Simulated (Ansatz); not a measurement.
# NaSbH2 (SMILES [Na][SbH2]): one structure at several levels

An exercise on one series of results from a longer session: the logs are not shown, and one member is left open.

Program: Ansatz 0.2.0, Gaussian basis. Level of theory: single points in def2-TZVPP. These are calculated values, not measurements.

Correlated methods freeze the cores. Filled d shells of the heavier atoms are correlated. Core potentials replace the inner electrons past krypton, and spin-orbit coupling is left out. The outer core shell of Li, Na, Mg and K is correlated. B3LYP uses VWN-RPA correlation.

### The system as given

4 atoms, charge 0, spin multiplicity 1.

Atoms are counted from 1 here; the program's logs count them from 0.

Bond lengths: Na1–Sb2 2.859 Å, Sb2–H3 1.721 Å, Sb2–H4 1.716 Å. Angles: Na1–Sb2–H3 84.3°, Na1–Sb2–H4 81.7°, H3–Sb2–H4 86.8°.

Geometry (Å):

```xyz
4
charge 0, multiplicity 1
Na   -2.1306    0.0637   -0.2102
Sb    0.6505   -0.2705   -0.7808
H     0.6928   -1.0619    0.7470
H     0.7523    1.2058    0.0882
```

The first run:

run/in.yaml reads:

```yaml
crystal:
  periodic: [false, false, false]
  atoms:
    - {symbol: Na, position_ang: [-2.130600, 0.063700, -0.210200]}
    - {symbol: Sb, position_ang: [0.650500, -0.270500, -0.780800]}
    - {symbol: H, position_ang: [0.692800, -1.061900, 0.747000]}
    - {symbol: H, position_ang: [0.752300, 1.205800, 0.088200]}
basis:
  gaussian: {orbitals: def2-TZVPP}
correlation: {method: ccsd_t}
output: {forces: true}
```

The command line of these runs was not kept.

Steps of the session up to this table: CCSD(T)/def2-TZVPP; PBE0-D4/def2-TZVPP; wB97M-V/def2-TZVPP; r2SCAN-D4/def2-TZVPP; PBE-D4/def2-TZVPP; B3LYP-D4/def2-TZVPP; LC-wPBE/def2-TZVPP.

One of the session's tables, all rows but one given; the rest of the session is left out.

| method | RMS force component (eV/Å) | angle to CCSD(T) forces (°) | dipole (D) |
| --- | --- | --- | --- |
| CCSD(T) | 0.118 | reference | 7.52 |
| PBE0-D4 | 0.090 | 36.2 | 7.02 |
| wB97M-V | 0.102 | 19.8 | 7.55 |
| r2SCAN-D4 | 0.101 | 42.7 | 7.24 |
| PBE-D4 | ? | ? | ? |
| B3LYP-D4 | 0.107 | 59.1 | 6.58 |
| LC-wPBE | 0.146 | 26.5 | 8.12 |

**Question.** Estimate the row for PBE-D4.

As computed: RMS force component (eV/Å): 0.156; angle to CCSD(T) forces (°): 88.5; dipole (D): 6.27. In the column «RMS force component (eV/Å)» it is the highest.
